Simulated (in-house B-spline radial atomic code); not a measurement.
# Co⁷⁺: ionisation energy by several methods

The task here is to estimate one member of a computed series from the others.

The numbers are computed with in-house B-spline radial atomic code version 1 (non-relativistic, several functionals, spin-polarised; spherical all-electron atom at the radial basis limit), except any that are marked as measured or tabulated.

## Starting point

* element: cobalt (Z = 27)
* charge: +7
* electrons: 20
* configuration: [Ar] 3d2
* nucleus: point

Outer shells as boxes (Hund's rule):

[Ar] 3d2
```
[Ar] core
3d [↑ ][↑ ][  ][  ][  ]
```

Where spins are not typed, each open shell is filled with up spins first.

Set-up of the first run:

Settings of the run:

```ini
Z = 27
electrons = 20.0
configuration = [Ar] 3d2
hamiltonian = nr
method = r2scan
spin_polarised = True
```

Steps of the session up to this table: r2SCAN, a meta-GGA; M06-L, a meta-GGA; SCAN, a meta-GGA; PW91, a GGA; OLYP, a GGA; exchange-only LDA; Hartree-Fock; LDA (VWN5).

One of the session's tables, all rows but one given; the rest of the session is left out.

```
           method  ΔSCF (eV)
exchange-only LDA     155.94
       LDA (VWN5)     157.90
             PW91     157.78
             OLYP     158.30
           r2SCAN     157.42
            M06-L     157.30
             SCAN          ?
     Hartree-Fock     156.30
```

**Question.** Estimate the row for SCAN.

**Answer.** ΔSCF (eV): 157.36. In the column «ΔSCF (eV)» it lies between M06-L (157.30) and r2SCAN (157.42).
